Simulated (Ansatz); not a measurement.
# CH₇AlS₂Si: small, medium and large basis sets

Aim: see how fast density functionals converge with the basis set for CH₇AlS₂Si.

Program: Ansatz 0.2.0, Gaussian basis. Level of theory: one geometry, several basis sets. These are calculated values, not measurements.

Plan: PBE0-D4/def2-SVP; ωB97M-V/def2-SVP; PBE0-D4/def2-QZVPP; ωB97M-V/def2-QZVPP; the functionals' def2-TZVPP values are taken from earlier runs.

### 1 Structure used throughout

All runs share one geometry, relaxed beforehand with PBE0-D4 in a triple-zeta def2 set.

12 atoms, charge 0, spin multiplicity 1.

Atoms are counted from 1 here; the program's logs count them from 0.

Bond lengths: C1–S2 1.818 Å, C1–H6 1.090 Å, C1–H7 1.089 Å, C1–H8 1.089 Å, S2–Si3 2.204 Å, S2–Al5 2.463 Å, Si3–S4 2.078 Å, Si3–H9 1.485 Å, Si3–H10 1.483 Å, S4–Al5 2.297 Å, Al5–H11 1.587 Å, Al5–H12 1.585 Å. Angles: S2–C1–H6 110.5°, S2–C1–H7 107.2°, S2–C1–H8 108.9°, H6–C1–H7 109.4°, H6–C1–H8 110.6°, H7–C1–H8 110.1°, C1–S2–Si3 99.2°, C1–S2–Al5 97.6°, Si3–S2–Al5 77.0°, S2–Si3–S4 103.3°, S2–Si3–H9 106.9°, S2–Si3–H10 102.9°, S4–Si3–H9 115.2°, S4–Si3–H10 116.8°, H9–Si3–H10 110.3°, Si3–S4–Al5 83.3°, S2–Al5–S4 89.7°, S2–Al5–H11 103.8° and more.

### 2 PBE0-D4 in def2-SVP

The input, in.yaml:

```yaml
crystal:
  periodic: [false, false, false]
  atoms:
    - {symbol: C, position_ang: [-1.161098, -0.156586, 1.311521]}
    - {symbol: S, position_ang: [0.502869, 0.500919, 0.987793]}
    - {symbol: Si, position_ang: [1.269694, -1.106867, -0.310021]}
    - {symbol: S, position_ang: [0.308571, -0.758328, -2.119641]}
    - {symbol: Al, position_ang: [0.076915, 1.366602, -1.277947]}
    - {symbol: H, position_ang: [-1.590172, -0.575866, 0.401496]}
    - {symbol: H, position_ang: [-1.774845, 0.675798, 1.651150]}
    - {symbol: H, position_ang: [-1.096051, -0.915753, 2.088957]}
    - {symbol: H, position_ang: [0.928264, -2.392332, 0.349551]}
    - {symbol: H, position_ang: [2.735697, -0.886924, -0.278521]}
    - {symbol: H, position_ang: [-1.428629, 1.865214, -1.216946]}
    - {symbol: H, position_ang: [1.305887, 2.328924, -1.553392]}
basis:
  gaussian: {orbitals: def2-SVP}
hamiltonian: {xc: pbe0, dispersion: d4}
output: {orbitals: {seedname: orbitals}}
```

After this run come: ωB97M-V in def2-SVP; PBE0-D4 in def2-QZVPP; ωB97M-V in def2-QZVPP.

**Question.** What will the summary of the whole plan be? Wanted: PBE0-D4: double and triple zeta above quadruple; ωB97M-V: double and triple zeta above quadruple.

As calculated:

```
                                       quantity           value
PBE0-D4: double and triple zeta above quadruple  15.11, 1.18 eV
ωB97M-V: double and triple zeta above quadruple  15.09, 1.13 eV
```

For PBE0-D4 the step from double to triple zeta gains 13.93 eV and the next only 1.18 eV. Total energies overstate the basis error of differences, where much of it tends to cancel. The LUMO of ωB97M-V is positive and keeps falling with the basis (1.31 to 0.75 eV): an unbound level that the basis holds in place.
